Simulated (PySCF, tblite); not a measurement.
# C2H8BrClOSi2: geometry, infrared bands and NMR shifts

Wanted: the infrared bands and NMR shifts of C2H8BrClOSi2 (`C[Si@H](CCl)O[SiH2]Br`), by calculation.

Computed with tblite 0.8.0 and PySCF 2.14.0, with density-fitted response routines of our own, on a single molecule in the gas phase. Atoms count from 0, in the outputs and in this text.

## 1. The molecule as given

15 atoms, charge 0, multiplicity 1; geometry from: force field or distance geometry start.

Bonds of the start (Å): C0–Si1 1.86, Si1–C2 1.86, C2–Cl3 1.80, Si1–O4 1.70, O4–Si5 1.69, Si5–Br6 2.24, C0–H7 1.13, C0–H8 1.12, C0–H9 1.09, Si1–H10 1.46, C2–H11 1.11, C2–H12 1.09, Si5–H13 1.49, Si5–H14 1.48.

## 2. Optimising the geometry with GFN2-xTB

What the job is given:

```
{"job": {"kind": "relax", "xc": "GFN2-xTB", "basis": "xTB"}, "charge": 0, "multiplicity": 1}
C     -0.271400     0.516000     1.457600
Si    -0.322500     0.314400    -0.395000
C     -2.103500    -0.059400    -0.799000
Cl    -3.062500     1.429600    -0.495800
O      0.581700    -1.008200    -0.951900
Si     2.233700    -0.961400    -0.601600
Br     2.871100     0.955800     0.374800
H     -0.799300     1.486000     1.686400
H     -0.872800    -0.309700     1.910100
H      0.726400     0.537200     1.886300
H      0.069000     1.577000    -1.025400
H     -2.458000    -0.862300    -0.125000
H     -2.129500    -0.339700    -1.852200
H      3.003800    -1.139700    -1.860100
H      2.529400    -2.127500     0.252000
```

Launch:

```sh
> OMP_NUM_THREADS=1 python probes_run.py task.json out
```

The driver reads the jobs from task.json and runs them one after another.

Log:

```text
step      E/eV     max force
  0    -670.76966    2.360
  1    -670.94776    1.675
  2    -671.11285    0.886
  3    -671.17605    0.716
  4    -671.25090    0.585
  5    -671.27898    0.626
  6    -671.33114    0.623
  7    -671.34724    0.440
  8    -671.35759    0.322
  9    -671.36693    0.318
 10    -671.37948    0.428
 11    -671.39299    0.466
 12    -671.40543    0.312
 13    -671.41311    0.180
 14    -671.41769    0.186
 15    -671.42356    0.324
 16    -671.42989    0.333
 17    -671.43458    0.213
 18    -671.43831    0.127
 19    -671.44236    0.174
 20    -671.44729    0.252
 21    -671.45227    0.217
 22    -671.45553    0.103
 23    -671.45753    0.109
 24    -671.45978    0.199
 25    -671.46335    0.281
 26    -671.46782    0.257
 27    -671.47167    0.158
 28    -671.47432    0.110
 29    -671.47677    0.189
 30    -671.48009    0.262
 31    -671.48395    0.234
 32    -671.48724    0.138
 33    -671.48979    0.128
 34    -671.49237    0.159
 35    -671.49529    0.201
 36    -671.49772    0.148
 37    -671.49913    0.083
 38    -671.50003    0.086
 39    -671.50093    0.097
 40    -671.50180    0.085
 41    -671.50249    0.067
 42    -671.50299    0.046
 43    -671.50340    0.053
 44    -671.50376    0.048
 45    -671.50398    0.027
 46    -671.50413    0.032
 47    -671.50432    0.035
 48    -671.50457    0.043
 49    -671.50479    0.030
 50    -671.50493    0.025
 51    -671.50503    0.026
 52    -671.50516    0.036
 53    -671.50535    0.040
 54    -671.50559    0.048
 55    -671.50585    0.045
 56    -671.50612    0.036
 57    -671.50643    0.051
 58    -671.50685    0.056
 59    -671.50737    0.062
 60    -671.50794    0.055
 61    -671.50852    0.054
 62    -671.50909    0.068
 63    -671.50960    0.053
 64    -671.51001    0.054
 65    -671.51034    0.047
 66    -671.51061    0.064
 67    -671.51086    0.074
 68    -671.51114    0.049
 69    -671.51146    0.033
 70    -671.51159    0.033
 71    -671.51182    0.039
 72    -671.51201    0.040
 73    -671.51228    0.038
 74    -671.51251    0.028
 75    -671.51270    0.032
 76    -671.51286    0.031
 77    -671.51305    0.030
 78    -671.51322    0.029
 79    -671.51332    0.017
 80    -671.51336    0.017
 81    -671.51340    0.016
 82    -671.51345    0.023
 83    -671.51351    0.022
 84    -671.51356    0.019
 85    -671.51359    0.019
 86    -671.51363    0.017
 87    -671.51371    0.024
 88    -671.51381    0.027
 89    -671.51390    0.018
 90    -671.51396    0.017
 91    -671.51400    0.019
 92    -671.51406    0.028
 93    -671.51419    0.040
 94    -671.51435    0.039
 95    -671.51447    0.020
 96    -671.51453    0.018
 97    -671.51457    0.017
 98    -671.51463    0.026
 99    -671.51474    0.033
100    -671.51487    0.028
101    -671.51496    0.022
102    -671.51501    0.020
103    -671.51505    0.015
104    -671.51509    0.018
105    -671.51512    0.011
106    -671.51514    0.011
107    -671.51515    0.011
108    -671.51517    0.013
109    -671.51522    0.023
110    -671.51531    0.030
111    -671.51541    0.028
112    -671.51549    0.016
113    -671.51553    0.017
114    -671.51558    0.018
115    -671.51567    0.031
116    -671.51584    0.040
117    -671.51608    0.043
118    -671.51628    0.036
119    -671.51639    0.022
120    -671.51645    0.021
121    -671.51651    0.019
122    -671.51657    0.030
123    -671.51664    0.024
124    -671.51672    0.023
125    -671.51677    0.019
126    -671.51683    0.015
127    -671.51687    0.009
```

Run time: 1.2 s. Hardware: 1 thread of Arm Neoverse V1, shared host.

Along the way: (not every step is listed)

| step | energy from step 0 (eV) | largest force (eV/Å) |
| --- | --- | --- |
| 0 | 0.0000 | 2.3599 |
| 1 | -0.1781 | 1.6751 |
| 2 | -0.3432 | 0.8860 |
| 3 | -0.4064 | 0.7159 |
| 4 | -0.4812 | 0.5849 |
| 5 | -0.5093 | 0.6262 |
| 6 | -0.5615 | 0.6231 |
| 7 | -0.5776 | 0.4398 |
| 8 | -0.5879 | 0.3216 |
| 19 | -0.6727 | 0.1745 |
| 30 | -0.7104 | 0.2619 |
| 41 | -0.7328 | 0.0672 |
| 52 | -0.7355 | 0.0356 |
| 63 | -0.7399 | 0.0532 |
| 74 | -0.7428 | 0.0285 |
| 85 | -0.7439 | 0.0192 |
| 96 | -0.7449 | 0.0184 |
| 107 | -0.7455 | 0.0108 |
| 118 | -0.7466 | 0.0356 |
| 122 | -0.7469 | 0.0295 |
| 123 | -0.7470 | 0.0244 |
| 124 | -0.7471 | 0.0226 |
| 125 | -0.7471 | 0.0188 |
| 126 | -0.7472 | 0.0149 |
| 127 | -0.7472 | 0.0092 |

Distances of close pairs at the start and the end, largest changes first:

| bond | before (Å) | after (Å) | change (Å) |
| --- | --- | --- | --- |
| O4–Si5 | 1.689 | 1.608 | -0.081 |
| Si1–O4 | 1.696 | 1.638 | -0.058 |
| Si5–Br6 | 2.244 | 2.198 | -0.046 |
| C0–H7 | 1.128 | 1.085 | -0.042 |
| Si1–C2 | 1.864 | 1.906 | +0.042 |
| Si5–H13 | 1.486 | 1.448 | -0.038 |
| C0–H8 | 1.117 | 1.089 | -0.028 |
| C0–Si1 | 1.864 | 1.891 | +0.027 |

The final coordinates are the input of the step that follows.

## 3. Infrared spectrum with GFN2-xTB

What the job is given:

```
{"job": {"kind": "ir", "xc": "GFN2-xTB", "basis": "xTB"}, "charge": 0, "multiplicity": 1}
C     -0.334053     0.751525     1.586947
Si    -0.367688     0.575484    -0.295744
C     -2.016697    -0.173602    -0.888436
Cl    -3.317851     0.990763    -0.537040
O      0.743253    -0.527599    -0.777139
Si     2.238006    -1.115137    -0.698341
Br     3.434596     0.269850     0.518946
H     -1.148954     1.378783     1.934436
H     -0.429288    -0.215448     2.078605
H      0.596709     1.199973     1.925700
H     -0.063280     1.800551    -1.031388
H     -2.282565    -1.097892    -0.379803
H     -2.040495    -0.353437    -1.960543
H      2.790007    -1.102891    -2.037329
H      2.193886    -2.372935     0.022252
```

Log:

```text
mode    cm-1     km/mol
  1      17.9      4.91
  2      37.6      3.54
  3      40.1      1.32
  4      68.4      6.05
  5      98.3      3.70
  6     129.1      0.15
  7     141.8      1.92
  8     202.1      7.48
  9     230.3     17.39
 10     256.8     21.06
 11     435.7      9.83
 12     523.3    101.41
 13     580.9     19.95
 14     602.7     14.21
 15     607.8     55.06
 16     659.4     38.27
 17     678.6    156.14
 18     720.9    148.34
 19     744.0    298.70
 20     759.4    238.28
 21     775.6    146.58
 22     801.7    135.85
 23     826.6    136.34
 24     842.4    227.04
 25    1069.2    723.66
 26    1086.2      7.05
 27    1188.6      1.60
 28    1373.3     35.51
 29    1433.1     10.52
 30    1462.9      0.79
 31    1469.6      6.62
 32    2286.8    180.49
 33    2360.2    258.11
 34    2382.1    174.66
 35    2991.0      6.46
 36    2998.7      5.11
 37    3009.8     10.30
 38    3033.6     17.23
 39    3053.2     18.35
```

It took 0.73 s on 1 thread of Arm Neoverse V1, shared host.

The strongest bands and the atoms that carry them (share of the mass-weighted mode):

| cm⁻¹ | km/mol | atoms |
| --- | --- | --- |
| 679 | 156.1 | H10 55 %, C2 13 % |
| 744 | 298.7 | H14 31 %, H13 29 % |
| 759 | 238.3 | C2 29 %, H14 21 %, H13 19 % |
| 842 | 227.0 | H9 29 %, H7 27 %, C0 14 %, Si1 14 % |
| 1069 | 723.7 | O4 78 %, Si5 13 % |
| 2287 | 180.5 | H10 97 % |
| 2360 | 258.1 | H14 87 % |
| 2382 | 174.7 | H13 88 % |

## 4. NMR shieldings: PBE0/pcSseg-1

Settings changed since step 3:

```diff
@@ -1,2 +1,2 @@
-{"job": {"kind": "ir", "xc": "GFN2-xTB", "basis": "xTB"}, "charge": 0, "multiplicity": 1}
+{"job": {"kind": "nmr", "xc": "PBE0", "basis": "pcSseg-1"}, "charge": 0, "multiplicity": 1}
 C     -0.334053     0.751525     1.586947
```

Level: GIAO PBE0/pcSseg-1 NMR shielding, non-relativistic, gas phase.

Log:

```text
coarse grid: 61792 points
cycle   1  E = -3768.4053600657  dE = -5.685e-01  |g| = 1.045e+00  |ddm| = 3.611e+00
cycle   2  E = -3768.2348917457  dE =  1.705e-01  |g| = 1.291e+00  |ddm| = 1.552e+00
cycle   3  E = -3768.5191201333  dE = -2.842e-01  |g| = 2.872e-01  |ddm| = 1.201e+00
cycle   4  E = -3768.5330788007  dE = -1.396e-02  |g| = 6.057e-02  |ddm| = 2.469e-01
cycle   5  E = -3768.5338665974  dE = -7.878e-04  |g| = 1.837e-02  |ddm| = 6.668e-02
cycle   6  E = -3768.5339418997  dE = -7.530e-05  |g| = 3.545e-03  |ddm| = 1.625e-02
cycle   7  E = -3768.5339441079  dE = -2.208e-06  |g| = 1.165e-03  |ddm| = 3.765e-03
final grid: 125272 points
cycle   8  E = -3768.5339460148  dE =  2.130e-07  |g| = 1.542e-03  |ddm| = 2.629e-03
cycle   9  E = -3768.5339454616  dE =  5.532e-07  |g| = 2.136e-03  |ddm| = 2.986e-03
cycle  10  E = -3768.5339466280  dE = -1.166e-06  |g| = 1.010e-04  |ddm| = 1.732e-03
cycle  11  E = -3768.5339466303  dE = -2.349e-09  |g| = 1.124e-05  |ddm| = 1.072e-04
cycle  12  E = -3768.5339466304  dE = -3.456e-11  |g| = 4.948e-06  |ddm| = 1.278e-05
converged SCF energy = -3768.5339466304

GIAO shielding tensors (ppm)
atom      isotropic    diamagn.    paramagn.     s11        s22        s33       span
  0 C      187.888     255.895     -68.006    182.028    187.716    193.921     11.893
  1 Si     359.426     879.834    -520.409    318.193    371.985    388.098     69.905
  2 C      154.941     253.435     -98.493    134.247    141.713    188.863     54.617
  3 Cl     974.619    1145.274    -170.655    873.898    940.381   1109.579    235.681
  4 O      264.414     401.255    -136.841    221.688    239.222    332.332    110.644
  5 Si     369.588     878.755    -509.167    343.455    361.797    403.512     60.057
  6 Br    2566.356    3126.848    -560.492   2152.185   2719.916   2826.966    674.781
  7 H       31.211      29.884       1.326     25.575     29.700     38.357     12.782
  8 H       31.432      32.359      -0.926     27.907     28.983     37.408      9.501
  9 H       30.873      31.554      -0.681     25.179     29.864     37.576     12.397
 10 H       26.632      29.432      -2.800     22.575     26.310     31.011      8.436
 11 H       28.777      31.024      -2.247     23.421     28.219     34.692     11.271
 12 H       28.598      29.911      -1.313     22.303     28.463     35.027     12.724
 13 H       25.999      27.526      -1.527     21.054     24.486     32.457     11.403
 14 H       26.000      28.633      -2.632     21.333     24.496     32.172     10.839
```

Wall time 36 s (1 thread of Arm Neoverse V1, shared host); peak memory 0.86 GiB.

The references, computed at this level on geometries of the same kind, shield at (ppm): 1H TMS 31.72, 13C TMS 186.9, 29Si TMS 349.2, 17O H2O 336.1, 35Cl HCl 950, 79Br HBr 2622. Their shielding less the atom's gives the shift. The references are single molecules in the gas phase, so shifts against H2O, NH3, PH3, H3PO4 or CFCl3 are not on the usual liquid scales and can be off by tens of ppm. Atoms listed in one row are averaged.

| atoms | environment | σ (ppm) | δ (ppm) | δ scaled to CDCl3 |
| --- | --- | --- | --- | --- |
| C2 | sp3 CH2 bonded to Cl and Si | 154.9 | 32.0 | 29.3 |
| C0 | methyl carbon bonded to Si | 187.9 | -1.0 | -2.9 |
| H13 | hydrogen on a silicon bonded to Br, O | 26.00 | 5.72 | – |
| H14 | hydrogen on a silicon bonded to Br, O | 26.00 | 5.72 | – |
| H10 | hydrogen on a silicon bonded to 2 C, O | 26.63 | 5.08 | – |
| H12 | hydrogen on an sp3 CH2 bonded to Cl and Si | 28.60 | 3.12 | 3.05 |
| H11 | hydrogen on an sp3 CH2 bonded to Cl and Si | 28.78 | 2.94 | 2.88 |
| H7, H8, H9 | hydrogen on a methyl carbon bonded to Si | 31.17 | 0.54 | 0.62 |
| Si1 | silicon bonded to 2 C, O, H | 359.4 | -10.3 | – |
| Si5 | silicon bonded to Br, O, 2 H | 369.6 | -20.4 | – |
| Cl3 | chlorine bonded to C | 975 | -25 | – |
| O4 | oxygen bonded to 2 Si | 264.4 | 71.7 | – |
| Br6 | bromine bonded to Si | 2566 | 56 | – |

The scaled column applies a straight-line fit of computed shieldings to shifts measured in CDCl3, with any fitted terms for Cl, Br or S neighbours (root-mean-square error 0.16 ppm for H, 1.9 ppm for C).

Charges from the same density, by scheme (e):

| atoms | Mulliken | IAO | Hirshfeld | ESP fit |
| --- | --- | --- | --- | --- |
| C0 | -0.65 | -0.74 | -0.22 | -0.74 |
| Si1 | 1.03 | 1.16 | 0.42 | 0.80 |
| C2 | -0.51 | -0.55 | -0.13 | -0.56 |
| Cl3 | -0.18 | -0.11 | -0.07 | -0.12 |
| O4 | -0.73 | -0.88 | -0.30 | -0.37 |
| Si5 | 0.91 | 0.98 | 0.40 | 0.29 |
| Br6 | -0.38 | -0.28 | -0.10 | -0.16 |

Mayer bond orders: C0–Si1 0.97, Si1–C2 0.84, C2–Cl3 0.94, Si1–O4 0.86, O4–Si5 0.99, Si5–Br6 0.93.

## 5. Results

| quantity | value |
| --- | --- |
| strongest single infrared mode (GFN2-xTB) | 1069 cm⁻¹, 724 km/mol |
| zero-point energy (GFN2-xTB) | 60.0 kcal/mol |
| 13C shifts against TMS (PBE0/pcSseg-1) | 32.0, -1.0 ppm |
| 1H shifts against TMS (PBE0/pcSseg-1, means over atoms taken as alike) | 5.72, 5.72, 5.08, 3.12, 2.94, 0.54 ppm |
| 29Si shifts against TMS (PBE0/pcSseg-1) | -10.3, -20.4 ppm |
| 35Cl shifts against HCl (PBE0/pcSseg-1) | -25 ppm |
| 17O shifts against H2O (PBE0/pcSseg-1) | 71.7 ppm |
| 79Br shifts against HBr (PBE0/pcSseg-1) | 56 ppm |

**Reading.** Over 127 steps the energy fell by 0.747 eV; of the close pairs, O4–Si5 changed most, 1.689 to 1.608 Å. All 39 modes are real, so the xTB geometry is a minimum. The strongest single mode, at 1069 cm⁻¹, moves mainly O4. GFN2-xTB is a fitted tight-binding method: band positions and strengths are rough. Its intensities can rank the bands wrongly. C2 (sp3 CH2 bonded to Cl and Si) lies farthest downfield among carbon, at 32.0 ppm; deshielded by the electronegative neighbour. At PBE0/pcSseg-1: The largest span, 675 ppm, is at Br6, where the paramagnetic term is -560 ppm. Spin-orbit coupling is left out, which matters for shieldings and couplings at and beside the heavy atoms.
